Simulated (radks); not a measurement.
# Shell filling in a parabolic well with ω = 0.245 hartree*, N = 24 to 28

Aim: add electrons one at a time to a parabolic well with ω = 0.245 hartree*, try the lowest free levels for each, keep the configuration of least energy, and see where shells close.

Program: radks, version 2. Model: non-relativistic spin-polarised Kohn-Sham, LDA (Slater exchange, Perdew-Wang correlation), spherically averaged shells. All values are calculated.

## (1) The system

| Item | Value |
| --- | --- |
| well | a parabolic well with ω = 0.245 hartree* |
| functional | LDA (Slater exchange, Perdew-Wang correlation) |
| levels | named by radial order: 1s, 1p, 1d, 2s, 1f and so on |
| units | effective atomic units, hartree* and bohr* |
| configuration carried in | 1s2 1p6 1d10 2s2 1f(up 3, down 0) (N = 23, energy 64.860330) |

Each count now gets its runs.

## (2) Electron number 24

Next run: add 1f up. Settings of this run:

```ini
kind = parabolic
xc = PW
omega = 0.245  # hartree
z = 0  # e
electrons = 24
background = 0  # e
configuration = 1s2 1p6 1d10 2s2 1f(up 4, down 0)
```

On the command line:

```sh
> python run_model.py task.json out
```

task.json names the series; the program runs every candidate in turn, and a move starts from the lowest state found so far. In the records, mag is the spin moment and err the last SCF error; their hartree and bohr are effective units.

From the run's result record (rounded, not every field):

```text
status: converged
energy_total [hartree]: 69.6514403
energy_kinetic [hartree]: 3.904641
energy_external [hartree]: 24.67237
energy_hartree [hartree]: 45.94474
energy_xc [hartree]: -4.870307
energy_background [hartree]: 0.0
orbitals [level, occupation, hartree, mean radius in bohr]:
  - ["1s up", 1, 4.62203, 4.60789]
  - ["1p up", 3, 4.68286, 5.39373]
  - ["1d up", 5, 4.76141, 5.91892]
  - ["2s up", 1, 4.80535, 4.65642]
  - ["1f up", 4, 4.85513, 6.32686]
  - ["1s down", 1, 4.63227, 4.47503]
  - ["1p down", 3, 4.69683, 5.33119]
  - ["1d down", 5, 4.77728, 5.89508]
  - ["2s down", 1, 4.81374, 4.72861]
r2_mean [bohr^2]: 34.25291
mag [bohr magneton]: 4
err: 7.9e-11
```

Next run: add 1f down. Changed: configuration = 1s2 1p6 1d10 2s2 1f(up 3, down 1).

Result:

```text
status: converged
energy_total [hartree]: 69.6638981
energy_kinetic [hartree]: 3.902991
energy_external [hartree]: 24.67736
energy_hartree [hartree]: 45.94049
energy_xc [hartree]: -4.856944
energy_background [hartree]: 0.0
orbitals [level, occupation, hartree, mean radius in bohr]:
  - ["1s up", 1, 4.62424, 4.5763]
  - ["1p up", 3, 4.68593, 5.3793]
  - ["1d up", 5, 4.76492, 5.91347]
  - ["2s up", 1, 4.80698, 4.67269]
  - ["1f up", 3, 4.85882, 6.32646]
  - ["1s down", 1, 4.62935, 4.51035]
  - ["1p down", 3, 4.69289, 5.34843]
  - ["1d down", 5, 4.77282, 5.90182]
  - ["2s down", 1, 4.81115, 4.70863]
  - ["1f down", 1, 4.8671, 6.32579]
r2_mean [bohr^2]: 34.25984
mag [bohr magneton]: 2
err: 4.4e-10
```

Next run: add 2p up. Changed: configuration = 1s2 1p6 1d10 2s2 1f(up 3, down 0) 2p(up 1, down 0).

Result:

```text
status: converged
energy_total [hartree]: 69.7173655
energy_kinetic [hartree]: 3.922909
energy_external [hartree]: 24.70016
energy_hartree [hartree]: 45.94121
energy_xc [hartree]: -4.846907
energy_background [hartree]: 0.0
orbitals [level, occupation, hartree, mean radius in bohr]:
  - ["1s up", 1, 4.62427, 4.6892]
  - ["1p up", 3, 4.68294, 5.42652]
  - ["1d up", 5, 4.76052, 5.93733]
  - ["2s up", 1, 4.81006, 4.6665]
  - ["1f up", 3, 4.85366, 6.33896]
  - ["2p up", 1, 4.92119, 5.29146]
  - ["1s down", 1, 4.638, 4.67069]
  - ["1p down", 3, 4.69716, 5.41619]
  - ["1d down", 5, 4.77505, 5.93128]
  - ["2s down", 1, 4.82368, 4.67007]
r2_mean [bohr^2]: 34.29148
mag [bohr magneton]: 4
err: 1.7e-10
```

Next run: move 1f up to 1f down: the same state as a run above.

| candidate | configuration | above the lowest (hartree*) |
| --- | --- | --- |
| add 1f up | 1s2 1p6 1d10 2s2 1f(up 4, down 0) | lowest |
| add 1f down | 1s2 1p6 1d10 2s2 1f(up 3, down 1) | 0.0125 |
| add 2p up | 1s2 1p6 1d10 2s2 1f(up 3, down 0) 2p(up 1, down 0) | 0.0659 |
| move 1f up to 1f down | 1s2 1p6 1d10 2s2 1f(up 3, down 1) | 0.0125 |

Lowest: 1s2 1p6 1d10 2s2 1f(up 4, down 0).

From the same record, its empty bound levels (hartree) and its density (bohr, e/bohr³):

```text
empty: [["2p up", 4.9195], ["1g up", 4.9621], ["2d up", 5.0414], ["1f down", 4.8718], ["2p down", 4.9282], ["1g down", 4.9789], ["2d down", 5.051]]
r: [0.2341, 0.8224, 1.411, 1.999, 2.587, 3.175, 3.764, 4.352, 4.94, 5.528, 6.117, 6.705, 7.293, 7.881, 8.47, 9.058, 9.646, 10.23, 10.82, 11.41]
n: [0.02003, 0.01892, 0.01697, 0.01489, 0.01346, 0.01316, 0.01394, 0.01521, 0.01603, 0.0155, 0.01324, 0.009697, 0.005942, 0.002989, 0.001218, 0.0004014, 0.0001066, 2.315e-05, 4.023e-06, 5.653e-07]
```

## (3) N = 25

Next run: add 1f up. Settings of this run:

```ini
kind = parabolic
xc = PW
omega = 0.245  # hartree
z = 0  # e
electrons = 25
background = 0  # e
configuration = 1s2 1p6 1d10 2s2 1f(up 5, down 0)
```

From the run's result record (rounded, not every field):

```text
status: converged
energy_total [hartree]: 74.5701931
energy_kinetic [hartree]: 4.084155
energy_external [hartree]: 26.37757
energy_hartree [hartree]: 49.19841
energy_xc [hartree]: -5.089942
energy_background [hartree]: 0.0
orbitals [level, occupation, hartree, mean radius in bohr]:
  - ["1s up", 1, 4.75315, 4.64022]
  - ["1p up", 3, 4.81313, 5.44417]
  - ["1d up", 5, 4.89023, 5.97566]
  - ["2s up", 1, 4.93217, 4.69434]
  - ["1f up", 5, 4.98218, 6.38579]
  - ["1s down", 1, 4.76538, 4.47338]
  - ["1p down", 3, 4.82998, 5.36602]
  - ["1d down", 5, 4.90939, 5.94633]
  - ["2s down", 1, 4.94236, 4.78672]
r2_mean [bohr^2]: 35.15545
mag [bohr magneton]: 5
err: 4.4e-10
```

Next run: add 1f down. Changed: configuration = 1s2 1p6 1d10 2s2 1f(up 4, down 1).

Result:

```text
status: converged
energy_total [hartree]: 74.5862181
energy_kinetic [hartree]: 4.08206
energy_external [hartree]: 26.384
energy_hartree [hartree]: 49.19292
energy_xc [hartree]: -5.072759
energy_background [hartree]: 0.0
orbitals [level, occupation, hartree, mean radius in bohr]:
  - ["1s up", 1, 4.75517, 4.6088]
  - ["1p up", 3, 4.81599, 5.43]
  - ["1d up", 5, 4.89351, 5.97037]
  - ["2s up", 1, 4.93364, 4.71058]
  - ["1f up", 4, 4.98562, 6.3854]
  - ["1s down", 1, 4.76249, 4.50951]
  - ["1p down", 3, 4.82605, 5.3838]
  - ["1d down", 5, 4.90494, 5.95322]
  - ["2s down", 1, 4.9397, 4.76573]
  - ["1f down", 1, 4.9976, 6.38462]
r2_mean [bohr^2]: 35.16401
mag [bohr magneton]: 3
err: 2.1e-10
```

Next run: add 2p up. Changed: configuration = 1s2 1p6 1d10 2s2 1f(up 4, down 0) 2p(up 1, down 0).

Result:

```text
status: converged
energy_total [hartree]: 74.6346258
energy_kinetic [hartree]: 4.102334
energy_external [hartree]: 26.40493
energy_hartree [hartree]: 49.19273
energy_xc [hartree]: -5.065366
energy_background [hartree]: 0.0
orbitals [level, occupation, hartree, mean radius in bohr]:
  - ["1s up", 1, 4.75534, 4.72436]
  - ["1p up", 3, 4.81315, 5.47759]
  - ["1d up", 5, 4.88929, 5.99391]
  - ["2s up", 1, 4.93684, 4.70155]
  - ["1f up", 4, 4.98067, 6.39737]
  - ["2p up", 1, 5.04675, 5.32245]
  - ["1s down", 1, 4.77135, 4.67677]
  - ["1p down", 3, 4.83039, 5.45428]
  - ["1d down", 5, 4.90721, 5.98343]
  - ["2s down", 1, 4.9521, 4.72094]
r2_mean [bohr^2]: 35.19191
mag [bohr magneton]: 5
err: 2.5e-10
```

Next run: move 1f up to 1f down: the same state as a run above.

| candidate | configuration | above the lowest (hartree*) |
| --- | --- | --- |
| add 1f up | 1s2 1p6 1d10 2s2 1f(up 5, down 0) | lowest |
| add 1f down | 1s2 1p6 1d10 2s2 1f(up 4, down 1) | 0.0160 |
| add 2p up | 1s2 1p6 1d10 2s2 1f(up 4, down 0) 2p(up 1, down 0) | 0.0644 |
| move 1f up to 1f down | 1s2 1p6 1d10 2s2 1f(up 4, down 1) | 0.0160 |

Lowest: 1s2 1p6 1d10 2s2 1f(up 5, down 0).

## (4) Electron number 26

Next run: add 1f up. Settings of this run:

```ini
kind = parabolic
xc = PW
omega = 0.245  # hartree
z = 0  # e
electrons = 26
background = 0  # e
configuration = 1s2 1p6 1d10 2s2 1f(up 6, down 0)
```

From the run's result record (rounded, not every field):

```text
status: converged
energy_total [hartree]: 79.615405
energy_kinetic [hartree]: 4.258352
energy_external [hartree]: 28.12303
energy_hartree [hartree]: 52.54568
energy_xc [hartree]: -5.311665
energy_background [hartree]: 0.0
orbitals [level, occupation, hartree, mean radius in bohr]:
  - ["1s up", 1, 4.88285, 4.67023]
  - ["1p up", 3, 4.94207, 5.49313]
  - ["1d up", 5, 5.0178, 6.03128]
  - ["2s up", 1, 5.05775, 4.7328]
  - ["1f up", 6, 5.10805, 6.44378]
  - ["1s down", 1, 4.89689, 4.46891]
  - ["1p down", 3, 4.9616, 5.39916]
  - ["1d down", 5, 5.04004, 5.99649]
  - ["2s down", 1, 5.06966, 4.84623]
r2_mean [bohr^2]: 36.04015
mag [bohr magneton]: 6
err: 5e-10
```

Next run: add 1f down. Changed: configuration = 1s2 1p6 1d10 2s2 1f(up 5, down 1).

Result:

```text
status: converged
energy_total [hartree]: 79.6347647
energy_kinetic [hartree]: 4.255853
energy_external [hartree]: 28.1308
energy_hartree [hartree]: 52.53903
energy_xc [hartree]: -5.290913
energy_background [hartree]: 0.0
orbitals [level, occupation, hartree, mean radius in bohr]:
  - ["1s up", 1, 4.8847, 4.63888]
  - ["1p up", 3, 4.94474, 5.47915]
  - ["1d up", 5, 5.02087, 6.0261]
  - ["2s up", 1, 5.05908, 4.74906]
  - ["1f up", 5, 5.11128, 6.44338]
  - ["1s down", 1, 4.89403, 4.50584]
  - ["1p down", 3, 4.95769, 5.41751]
  - ["1d down", 5, 5.03559, 6.00356]
  - ["2s down", 1, 5.06694, 4.82427]
  - ["1f down", 1, 5.12671, 6.44257]
r2_mean [bohr^2]: 36.0501
mag [bohr magneton]: 4
err: 4e-10
```

Next run: add 2p up. Changed: configuration = 1s2 1p6 1d10 2s2 1f(up 5, down 0) 2p(up 1, down 0).

Result:

```text
status: converged
energy_total [hartree]: 79.6783166
energy_kinetic [hartree]: 4.276429
energy_external [hartree]: 28.14994
energy_hartree [hartree]: 52.53797
energy_xc [hartree]: -5.286026
energy_background [hartree]: 0.0
orbitals [level, occupation, hartree, mean radius in bohr]:
  - ["1s up", 1, 4.88501, 4.75716]
  - ["1p up", 3, 4.94204, 5.52717]
  - ["1d up", 5, 5.01682, 6.04938]
  - ["2s up", 1, 5.06238, 4.73715]
  - ["1f up", 5, 5.10652, 6.45488]
  - ["2p up", 1, 5.17112, 5.35312]
  - ["1s down", 1, 4.90309, 4.67995]
  - ["1p down", 3, 4.96208, 5.49076]
  - ["1d down", 5, 5.03789, 6.03452]
  - ["2s down", 1, 5.07919, 4.77325]
r2_mean [bohr^2]: 36.07463
mag [bohr magneton]: 6
err: 4.7e-10
```

Next run: move 1f up to 1f down: the same state as a run above.

| candidate | configuration | above the lowest (hartree*) |
| --- | --- | --- |
| add 1f up | 1s2 1p6 1d10 2s2 1f(up 6, down 0) | lowest |
| add 1f down | 1s2 1p6 1d10 2s2 1f(up 5, down 1) | 0.0194 |
| add 2p up | 1s2 1p6 1d10 2s2 1f(up 5, down 0) 2p(up 1, down 0) | 0.0629 |
| move 1f up to 1f down | 1s2 1p6 1d10 2s2 1f(up 5, down 1) | 0.0194 |

Lowest: 1s2 1p6 1d10 2s2 1f(up 6, down 0).

From the same record, its empty bound levels (hartree) and its density (bohr, e/bohr³):

```text
empty: [["2p up", 5.1694], ["1g up", 5.2112], ["2d up", 5.2884], ["1f down", 5.1314], ["2p down", 5.1815], ["1g down", 5.2346], ["2d down", 5.3019]]
r: [0.2401, 0.8435, 1.447, 2.05, 2.654, 3.257, 3.861, 4.464, 5.067, 5.671, 6.274, 6.878, 7.481, 8.085, 8.688, 9.291, 9.895, 10.5, 11.1, 11.7]
n: [0.0197, 0.01855, 0.01654, 0.01443, 0.01302, 0.01281, 0.01375, 0.0152, 0.01619, 0.01578, 0.01353, 0.009885, 0.005997, 0.002954, 0.001169, 0.0003693, 9.284e-05, 1.858e-05, 3.033e-06, 3.975e-07]
```

## (5) Electron number 27

Next run: add 1f up. Settings of this run:

```ini
kind = parabolic
xc = PW
omega = 0.245  # hartree
z = 0  # e
electrons = 27
background = 0  # e
configuration = 1s2 1p6 1d10 2s2 1f(up 7, down 0)
```

From the run's result record (rounded, not every field):

```text
status: converged
energy_total [hartree]: 84.7859148
energy_kinetic [hartree]: 4.427535
energy_external [hartree]: 29.90847
energy_hartree [hartree]: 55.98517
energy_xc [hartree]: -5.535258
energy_background [hartree]: 0.0
orbitals [level, occupation, hartree, mean radius in bohr]:
  - ["1s up", 1, 5.01119, 4.69801]
  - ["1p up", 3, 5.06971, 5.54071]
  - ["1d up", 5, 5.14414, 6.08585]
  - ["2s up", 1, 5.18213, 4.77181]
  - ["1f up", 7, 5.23278, 6.50088]
  - ["1s down", 1, 5.02686, 4.46173]
  - ["1p down", 3, 5.09173, 5.43061]
  - ["1d down", 5, 5.16926, 6.04561]
  - ["2s down", 1, 5.19569, 4.90712]
r2_mean [bohr^2]: 36.90866
mag [bohr magneton]: 7
err: 8.5e-10
```

Next run: add 1f down. Changed: configuration = 1s2 1p6 1d10 2s2 1f(up 6, down 1).

Result:

```text
status: converged
energy_total [hartree]: 84.8084019
energy_kinetic [hartree]: 4.424667
energy_external [hartree]: 29.91749
energy_hartree [hartree]: 55.9774
energy_xc [hartree]: -5.51116
energy_background [hartree]: 0.0
orbitals [level, occupation, hartree, mean radius in bohr]:
  - ["1s up", 1, 5.01288, 4.66667]
  - ["1p up", 3, 5.0722, 5.52686]
  - ["1d up", 5, 5.14702, 6.08076]
  - ["2s up", 1, 5.18333, 4.78814]
  - ["1f up", 6, 5.23581, 6.50047]
  - ["1s down", 1, 5.02404, 4.4994]
  - ["1p down", 3, 5.08785, 5.44955]
  - ["1d down", 5, 5.16483, 6.05285]
  - ["2s down", 1, 5.19291, 4.88425]
  - ["1f down", 1, 5.25447, 6.49966]
r2_mean [bohr^2]: 36.9198
mag [bohr magneton]: 5
err: 1.6e-09
```

Next run: add 2p up. Changed: configuration = 1s2 1p6 1d10 2s2 1f(up 6, down 0) 2p(up 1, down 0).

Result:

```text
status: converged
energy_total [hartree]: 84.8472844
energy_kinetic [hartree]: 4.445492
energy_external [hartree]: 29.93491
energy_hartree [hartree]: 55.97554
energy_xc [hartree]: -5.508657
energy_background [hartree]: 0.0
orbitals [level, occupation, hartree, mean radius in bohr]:
  - ["1s up", 1, 5.01332, 4.78769]
  - ["1p up", 3, 5.06963, 5.57534]
  - ["1d up", 5, 5.14312, 6.1038]
  - ["2s up", 1, 5.18671, 4.77333]
  - ["1f up", 6, 5.23123, 6.51153]
  - ["2p up", 1, 5.29431, 5.38348]
  - ["1s down", 1, 5.0333, 4.68024]
  - ["1p down", 3, 5.0923, 5.52566]
  - ["1d down", 5, 5.16717, 6.08459]
  - ["2s down", 1, 5.205, 4.82705]
r2_mean [bohr^2]: 36.94129
mag [bohr magneton]: 7
err: 6.5e-10
```

Next run: move 1f up to 1f down: the same state as a run above.

| candidate | configuration | above the lowest (hartree*) |
| --- | --- | --- |
| add 1f up | 1s2 1p6 1d10 2s2 1f(up 7, down 0) | lowest |
| add 1f down | 1s2 1p6 1d10 2s2 1f(up 6, down 1) | 0.0225 |
| add 2p up | 1s2 1p6 1d10 2s2 1f(up 6, down 0) 2p(up 1, down 0) | 0.0614 |
| move 1f up to 1f down | 1s2 1p6 1d10 2s2 1f(up 6, down 1) | 0.0225 |

Lowest: 1s2 1p6 1d10 2s2 1f(up 7, down 0).

## (6) 28 electrons

Next run: add 1f down. Settings of this run:

```ini
kind = parabolic
xc = PW
omega = 0.245  # hartree
z = 0  # e
electrons = 28
background = 0  # e
configuration = 1s2 1p6 1d10 2s2 1f(up 7, down 1)
```

From the run's result record (rounded, not every field):

```text
status: converged
energy_total [hartree]: 90.1060143
energy_kinetic [hartree]: 4.588779
energy_external [hartree]: 31.74382
energy_hartree [hartree]: 59.5067
energy_xc [hartree]: -5.733286
energy_background [hartree]: 0.0
orbitals [level, occupation, hartree, mean radius in bohr]:
  - ["1s up", 1, 5.13974, 4.69225]
  - ["1p up", 3, 5.19842, 5.57322]
  - ["1d up", 5, 5.27199, 6.13439]
  - ["2s up", 1, 5.30642, 4.82783]
  - ["1f up", 7, 5.35923, 6.5567]
  - ["1s down", 1, 5.15256, 4.49027]
  - ["1p down", 3, 5.21658, 5.47992]
  - ["1d down", 5, 5.29271, 6.10112]
  - ["2s down", 1, 5.31767, 4.94566]
  - ["1f down", 1, 5.38094, 6.55593]
r2_mean [bohr^2]: 37.77453
mag [bohr magneton]: 6
err: 5.3e-10
```

Next run: add 2p up. Changed: configuration = 1s2 1p6 1d10 2s2 1f(up 7, down 0) 2p(up 1, down 0).

Result:

```text
status: converged
energy_total [hartree]: 90.1403999
energy_kinetic [hartree]: 4.609804
energy_external [hartree]: 31.75957
energy_hartree [hartree]: 59.50408
energy_xc [hartree]: -5.733061
energy_background [hartree]: 0.0
orbitals [level, occupation, hartree, mean radius in bohr]:
  - ["1s up", 1, 5.14031, 4.81603]
  - ["1p up", 3, 5.19597, 5.62218]
  - ["1d up", 5, 5.26824, 6.15723]
  - ["2s up", 1, 5.30986, 4.81011]
  - ["1f up", 7, 5.35482, 6.56737]
  - ["2p up", 1, 5.41636, 5.41353]
  - ["1s down", 1, 5.16202, 4.67769]
  - ["1p down", 3, 5.2211, 5.55896]
  - ["1d down", 5, 5.29507, 6.13366]
  - ["2s down", 1, 5.32957, 4.88237]
r2_mean [bohr^2]: 37.79327
mag [bohr magneton]: 8
err: 1.2e-09
```

Next run: add 2p down. Changed: configuration = 1s2 1p6 1d10 2s2 1f(up 7, down 0) 2p(up 0, down 1).

Result:

```text
status: converged
energy_total [hartree]: 90.1534995
energy_kinetic [hartree]: 4.61131
energy_external [hartree]: 31.76581
energy_hartree [hartree]: 59.49778
energy_xc [hartree]: -5.721405
energy_background [hartree]: 0.0
orbitals [level, occupation, hartree, mean radius in bohr]:
  - ["1s up", 1, 5.14499, 4.90106]
  - ["1p up", 3, 5.19865, 5.65686]
  - ["1d up", 5, 5.26999, 6.16751]
  - ["2s up", 1, 5.31681, 4.76286]
  - ["1f up", 7, 5.35627, 6.56754]
  - ["1s down", 1, 5.15574, 4.58702]
  - ["1p down", 3, 5.21718, 5.51706]
  - ["1d down", 5, 5.2923, 6.1208]
  - ["2s down", 1, 5.32237, 4.94482]
  - ["2p down", 1, 5.42895, 5.45267]
r2_mean [bohr^2]: 37.80069
mag [bohr magneton]: 6
err: 1.6e-09
```

Next run: move 1f up to 1f down. Changed: configuration = 1s2 1p6 1d10 2s2 1f(up 6, down 2).

Result:

```text
status: converged
energy_total [hartree]: 90.1240429
energy_kinetic [hartree]: 4.58651
energy_external [hartree]: 31.75106
energy_hartree [hartree]: 59.50045
energy_xc [hartree]: -5.713975
energy_background [hartree]: 0.0
orbitals [level, occupation, hartree, mean radius in bohr]:
  - ["1s up", 1, 5.14146, 4.66056]
  - ["1p up", 3, 5.20094, 5.55922]
  - ["1d up", 5, 5.27489, 6.12936]
  - ["2s up", 1, 5.30772, 4.84504]
  - ["1f up", 6, 5.36228, 6.55642]
  - ["1s down", 1, 5.14998, 4.52686]
  - ["1p down", 3, 5.21299, 5.49787]
  - ["1d down", 5, 5.28863, 6.10772]
  - ["2s down", 1, 5.31516, 4.92325]
  - ["1f down", 2, 5.37666, 6.55621]
r2_mean [bohr^2]: 37.78313
mag [bohr magneton]: 4
err: 1.6e-09
```

| candidate | configuration | above the lowest (hartree*) |
| --- | --- | --- |
| add 1f down | 1s2 1p6 1d10 2s2 1f(up 7, down 1) | lowest |
| add 2p up | 1s2 1p6 1d10 2s2 1f(up 7, down 0) 2p(up 1, down 0) | 0.0344 |
| add 2p down | 1s2 1p6 1d10 2s2 1f(up 7, down 0) 2p(up 0, down 1) | 0.0475 |
| move 1f up to 1f down | 1s2 1p6 1d10 2s2 1f(up 6, down 2) | 0.0180 |

Kept: 1s2 1p6 1d10 2s2 1f(up 7, down 1).

From the same record, its empty bound levels (hartree) and its density (bohr, e/bohr³):

```text
empty: [["2p up", 5.4158], ["1g up", 5.4588], ["2d up", 5.5326], ["2p down", 5.427], ["1g down", 5.4806], ["2d down", 5.545]]
r: [0.2458, 0.8636, 1.481, 2.099, 2.717, 3.335, 3.952, 4.57, 5.188, 5.806, 6.423, 7.041, 7.659, 8.277, 8.895, 9.512, 10.13, 10.75, 11.37, 11.98]
n: [0.0194, 0.01822, 0.01616, 0.01402, 0.01264, 0.01252, 0.01359, 0.0152, 0.01635, 0.01602, 0.01378, 0.01005, 0.006044, 0.002927, 0.001126, 0.0003422, 8.187e-05, 1.538e-05, 2.296e-06, 2.804e-07]
```

## (7) The series side by side

| N | configuration | unpaired | chemical potential (hartree*) | addition energy (hartree*) | rms radius (bohr*) |
| --- | --- | --- | --- | --- | --- |
| 24 | 1s2 1p6 1d10 2s2 1f(up 4, down 0) | 4 | 4.791 | 0.128 | 5.85 |
| 25 | 1s2 1p6 1d10 2s2 1f(up 5, down 0) | 5 | 4.919 | 0.126 | 5.93 |
| 26 | 1s2 1p6 1d10 2s2 1f(up 6, down 0) | 6 | 5.045 | 0.125 | 6.00 |
| 27 | 1s2 1p6 1d10 2s2 1f(up 7, down 0) | 7 | 5.171 | 0.150 | 6.08 |
| 28 | 1s2 1p6 1d10 2s2 1f(up 7, down 1) | 6 | 5.320 | - | 6.15 |

Chemical potential E(N) - E(N-1); addition energy E(N+1) + E(N-1) - 2E(N).

Density of N = 28:

r (bohr*), 1000 × density and a bar:
```
     0.25      19.40 ##############################
     1.17      17.25 ###########################
     2.10      14.02 ######################
     3.03      12.41 ###################
     3.95      13.59 #####################
     4.88      15.90 #########################
     5.81      16.02 #########################
     6.73      12.04 ###################
     7.66       6.04 #########
     8.59       1.87 ###
     9.51       0.34 #
    10.44       0.04 
    11.37       0.00 
    12.29       0.00
```

## (8) Summary of results

```
               quantity                                       value
     closed shells at N                          none in this range
largest addition energy  0.150 hartree* at N = 27 (of N = 24 to 27)
most unpaired electrons                                 7 at N = 27
configuration at N = 28           1s2 1p6 1d10 2s2 1f(up 7, down 1)
```

In words: No closed-shell configuration falls in this range; the second difference peaks at N = 27, where a shell is half full. Among the lowest states kept at each count, up to 7 electrons are unpaired (N = 27), since exchange favours parallel spins. Only a few candidates are tried at each count, so a lower state may have been missed.
